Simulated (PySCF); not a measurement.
# C₆H₇FN₂O: magnetic properties

What do calculations give for the magnetic properties of C₆H₇FN₂O (`COc1nnc(C)cc1F`)?

Programs: PySCF 2.14.0, with routines of our own; each step states its level. All values are computed. Atoms count from 0.

### Step 1. The starting structure

17 atoms, charge 0, multiplicity 1; geometry from: GFN2-xTB.

### Step 2. Magnetic properties: GIAO BHandHLYP/pcSseg-1

What the job is given:

```
{"job": {"kind": "mag", "xc": "BHandHLYP", "basis": "pcSseg-1", "isotopologues": 0}, "charge": 0, "multiplicity": 1}
C      3.176813     0.745635    -0.184008
O      2.406079    -0.434413    -0.038401
C      1.083031    -0.270235    -0.010575
N      0.560086     0.935890    -0.115815
N     -0.729914     1.122703    -0.090477
C     -1.566896     0.118104     0.040689
C     -3.025297     0.435804     0.058750
C     -1.109088    -1.209432     0.159921
C      0.244349    -1.402245     0.133036
F      0.773667    -2.630939     0.239462
H      2.930950     1.251255    -1.119617
H      2.987544     1.431761     0.643571
H      4.214933     0.421628    -0.184326
H     -3.532148    -0.074046    -0.758727
H     -3.160462     1.507745    -0.045180
H     -3.471982     0.103257     0.994191
H     -1.788662    -2.040442     0.267598
```

Method: GIAO BHandHLYP/pcSseg-1 magnetisability, rotational g tensor and spin-rotation constants, non-relativistic, gas phase.

Launch:

```sh
> OMP_NUM_THREADS=1 python excited_run.py task.json out
```

The driver reads the jobs from task.json and runs them one after another.

Output:

```text
coarse grid: 15152 points
cycle   1  E = -516.8516849068  dE =  2.206e+00  |g| = 7.480e-01  |ddm| = 3.973e+00
cycle   2  E = -516.8376051896  dE =  1.408e-02  |g| = 8.464e-01  |ddm| = 1.194e+00
cycle   3  E = -516.9642274777  dE = -1.266e-01  |g| = 9.004e-02  |ddm| = 6.872e-01
cycle   4  E = -516.9655572838  dE = -1.330e-03  |g| = 5.162e-02  |ddm| = 9.944e-02
cycle   5  E = -516.9661150663  dE = -5.578e-04  |g| = 1.564e-02  |ddm| = 6.524e-02
cycle   6  E = -516.9661717837  dE = -5.672e-05  |g| = 4.827e-03  |ddm| = 1.686e-02
cycle   7  E = -516.9661768130  dE = -5.029e-06  |g| = 1.205e-03  |ddm| = 4.589e-03
final grid: 149648 points
cycle   8  E = -517.0254521795  dE = -2.237e-05  |g| = 3.978e-03  |ddm| = 1.976e-02
cycle   9  E = -517.0254521065  dE =  7.308e-08  |g| = 4.234e-03  |ddm| = 6.011e-03
cycle  10  E = -517.0254553088  dE = -3.202e-06  |g| = 5.616e-04  |ddm| = 3.229e-03
cycle  11  E = -517.0254553680  dE = -5.921e-08  |g| = 1.855e-04  |ddm| = 5.584e-04
cycle  12  E = -517.0254553749  dE = -6.907e-09  |g| = 9.566e-05  |ddm| = 2.336e-04
cycle  13  E = -517.0254553769  dE = -1.986e-09  |g| = 1.595e-05  |ddm| = 9.925e-05
cycle  14  E = -517.0254553770  dE = -9.322e-11  |g| = 7.396e-06  |ddm| = 2.491e-05
converged SCF energy = -517.0254553770

Magnetisability tensor (1e-30 J/T^2)
     -962.08       -7.18      -30.94
       -7.18    -1040.29      -85.96
      -30.94      -85.96    -1877.47
isotropic -1293.28   principal values   -1887.28  -1031.78   -960.78
isotropic susceptibility -77.883 1e-6 cm^3/mol

Inertial axes            a          b          c
rot. const./GHz      2.3437     1.0615     0.7373
chi total           -57.861    -62.134   -113.654
chi diamagnetic    -589.833  -1262.121  -1723.617
chi paramagnetic    531.972   1199.987   1609.963
quadrupole/D A       12.925    -10.982     -1.943
g nuclear            0.5315     0.5830     0.5629
g electronic        -0.5857    -0.5984    -0.5577
g total             -0.0542    -0.0154     0.0053

Spin-rotation constants (kHz, H = +C I.J)
atom  isotope        aa         bb         cc
  3    14N        0.853      0.229      0.032
  4    14N        0.943      0.236      0.029
  9    19F        2.338      1.163      0.205
 10     1H       -0.186     -0.069     -0.000
 11     1H       -0.185     -0.069     -0.001
 12     1H        0.140     -0.114     -0.075
 13     1H       -0.163     -0.099     -0.011
 14     1H       -0.186      0.022     -0.081
 15     1H       -0.163     -0.099     -0.011
 16     1H       -0.111      0.049     -0.080
  0    13C*       0.508      0.177      0.155
  1    17O*      -0.286     -0.210     -0.044
  2    13C*       1.226      0.404      0.143
  5    13C*       1.302      0.399      0.112
  6    13C*       0.307      0.157      0.126
  7    13C*       0.774      0.472      0.092
  8    13C*       0.827      0.541      0.164
* in the singly substituted isotopologue
```

Run time: 46 s. Hardware: 1 thread of Arm Neoverse V1, shared host; peak memory 0.94 GiB.

Key values:

```tsv
quantity	value
magnetisability	-1293·10⁻³⁰ J/T²
molar susceptibility	-77.9·10⁻⁶ cm³/mol
rotational g (a, b, c)	-0.0542, -0.0154, 0.0053
```

Orbitals, density, ELF and potential are computed afterwards from the orbital file.

Frontier orbitals at BHandHLYP/pcSseg-1, with the share of their density that lies nearest to each atom:

```tsv
orbital	energy (eV)	lies on
HOMO	-8.29	O1 21 %; C2, C5 about 16 % each; N3, N4 about 13 % each
LUMO	-0.29	C7, C8 about 21 % each; N3 21 %; N4 15 %
```

ELF in a plane through or near 13 of the atoms.

Ten even steps from '0' (0.00) to '9' (1.00):
```
0000000000000000000000000000
0000000000000000000000000000
0000000000000000000000000000
0000000000000000000000000000
0000000000000012000220000000
0000000000020058603998000000
0000000000386189807999100000
0000002551498643615996000000
0003885152175375748414100000
0008999355258614149465100000
0007999487722303754343000000
0002991272738755461000000000
0000000388216347288400000000
0000000143015634899900000000
0000000000275640499900000000
0000000000368861024000000000
0000000000125641000000000000
0000000000000000000000000000
0000000000000000000000000000
0000000000000000000000000000
```
The map spans 13.7 Å across and 10.6 Å up, centred on the molecule. Atoms in the plane (x, y in Å): C0 (-3.2, 0.5), O1 (-2.4, -0.6), C2 (-1.1, -0.4), N3 (-0.6, 0.9), N4 (0.6, 1.2), C5 (1.6, 0.2), C6 (3.0, 0.7), C7 (1.2, -1.1), C8 (-0.1, -1.4), F9 (-0.5, -2.7), H12 (-4.2, 0.1), H14 (3.0, 1.8), H16 (2.0, -1.9).

On the surface of density 0.002 e/bohr³ the electrostatic potential runs, from the 1st to the 99th percentile, from -1.78 V near N4 to 1.40 V near H16.

### Step 3. Magnetic properties: GIAO KT1/pcSseg-1

Settings changed since step 2:

```diff
@@ -1,2 +1,2 @@
-{"job": {"kind": "mag", "xc": "BHandHLYP", "basis": "pcSseg-1", "isotopologues": 0}, "charge": 0, "multiplicity": 1}
+{"job": {"kind": "mag", "xc": "KT1", "basis": "pcSseg-1"}, "charge": 0, "multiplicity": 1}
 C      3.176813     0.745635    -0.184008
```

Method: GIAO KT1/pcSseg-1 magnetisability, rotational g tensor and spin-rotation constants, non-relativistic, gas phase.

Output:

```text
coarse grid: 15152 points
cycle   1  E = -523.2894276245  dE =  1.645e+00  |g| = 7.528e-01  |ddm| = 4.044e+00
cycle   2  E = -522.9780964743  dE =  3.113e-01  |g| = 1.486e+00  |ddm| = 2.149e+00
cycle   3  E = -523.3883875850  dE = -4.103e-01  |g| = 2.103e-01  |ddm| = 1.408e+00
cycle   4  E = -523.3969304960  dE = -8.543e-03  |g| = 9.193e-02  |ddm| = 2.551e-01
cycle   5  E = -523.3983862961  dE = -1.456e-03  |g| = 3.757e-02  |ddm| = 1.033e-01
cycle   6  E = -523.3986725524  dE = -2.863e-04  |g| = 1.492e-02  |ddm| = 4.713e-02
cycle   7  E = -523.3987181038  dE = -4.555e-05  |g| = 7.447e-03  |ddm| = 2.438e-02
cycle   8  E = -523.3987313693  dE = -1.327e-05  |g| = 1.320e-03  |ddm| = 8.819e-03
cycle   9  E = -523.3987316817  dE = -3.125e-07  |g| = 5.956e-04  |ddm| = 1.716e-03
final grid: 149648 points
cycle  10  E = -523.4530172943  dE = -3.136e-04  |g| = 3.161e-02  |ddm| = 1.100e-01
cycle  11  E = -523.4525446470  dE =  4.726e-04  |g| = 6.180e-02  |ddm| = 8.878e-02
cycle  12  E = -523.4531830568  dE = -6.384e-04  |g| = 4.955e-03  |ddm| = 6.408e-02
cycle  13  E = -523.4531870819  dE = -4.025e-06  |g| = 2.650e-03  |ddm| = 7.018e-03
cycle  14  E = -523.4531886826  dE = -1.601e-06  |g| = 7.823e-04  |ddm| = 3.470e-03
cycle  15  E = -523.4531888352  dE = -1.525e-07  |g| = 1.719e-04  |ddm| = 9.144e-04
cycle  16  E = -523.4531888415  dE = -6.295e-09  |g| = 7.621e-05  |ddm| = 2.232e-04
cycle  17  E = -523.4531888426  dE = -1.169e-09  |g| = 3.415e-05  |ddm| = 9.734e-05
cycle  18  E = -523.4531888429  dE = -3.022e-10  |g| = 5.899e-06  |ddm| = 4.002e-05
converged SCF energy = -523.4531888429

Magnetisability tensor (1e-30 J/T^2)
     -956.44       -5.02      -28.62
       -5.02    -1030.32      -78.95
      -28.62      -78.95    -1798.78
isotropic -1261.85   principal values   -1807.79  -1022.36   -955.39
isotropic susceptibility -75.990 1e-6 cm^3/mol

Inertial axes            a          b          c
rot. const./GHz      2.3437     1.0615     0.7373
chi total           -57.543    -61.560   -108.868
chi diamagnetic    -589.987  -1263.066  -1723.509
chi paramagnetic    532.444   1201.506   1614.641
quadrupole/D A       12.626     -9.938     -2.688
g nuclear            0.5315     0.5830     0.5629
g electronic        -0.5863    -0.5992    -0.5593
g total             -0.0548    -0.0162     0.0037

Spin-rotation constants (kHz, H = +C I.J)
atom  isotope        aa         bb         cc
  3    14N        0.741      0.206      0.037
  4    14N        0.818      0.211      0.034
  9    19F        2.854      1.474      0.330
 10     1H       -0.187     -0.068      0.001
 11     1H       -0.186     -0.067      0.000
 12     1H        0.151     -0.115     -0.077
 13     1H       -0.167     -0.099     -0.010
 14     1H       -0.188      0.025     -0.085
 15     1H       -0.167     -0.099     -0.010
 16     1H       -0.110      0.047     -0.083
  0    13C*       0.514      0.174      0.151
  1    17O*      -0.355     -0.225     -0.053
  2    13C*       1.069      0.390      0.148
  5    13C*       1.155      0.368      0.122
  6    13C*       0.300      0.158      0.126
  7    13C*       0.698      0.425      0.096
  8    13C*       0.809      0.487      0.170
* in the singly substituted isotopologue
```

Wall time 57 s (1 thread of Arm Neoverse V1, shared host); peak memory 0.71 GiB.

From this job:

```tsv
quantity	value
magnetisability	-1262·10⁻³⁰ J/T²
molar susceptibility	-76.0·10⁻⁶ cm³/mol
rotational g (a, b, c)	-0.0548, -0.0162, 0.0037
```

### Step 4. The levels compared

```tsv
level	ξ (10⁻³⁰ J/T²)	g(a)	g(b)	gap (eV)	functions	time
GIAO BHandHLYP/pcSseg-1	-1293	-0.0542	-0.0154	8.00	205	46 s
GIAO KT1/pcSseg-1	-1262	-0.0548	-0.0162	3.31	205	57 s
```

### Step 5. Outcome

| quantity | value |
| --- | --- |
| magnetisability (step 2, GIAO BHandHLYP/pcSseg-1) | -1293·10⁻³⁰ J/T² |
| molar susceptibility (step 2, GIAO BHandHLYP/pcSseg-1) | -77.9·10⁻⁶ cm³/mol |
| rotational g (a, b, c) (step 2, GIAO BHandHLYP/pcSseg-1) | -0.0542, -0.0154, 0.0053 |
| surface potential, 1st and 99th percentile | -1.78 V and 1.40 V |
| magnetisability over the levels | -1293 to -1262·10⁻³⁰ J/T² |

**Reading.** The magnetisability spreads by 2.5 % over 2 levels of like cost. Two levels can agree by chance, so this spread shows no convergence. Vibrational averaging and real surroundings are missing from these values.
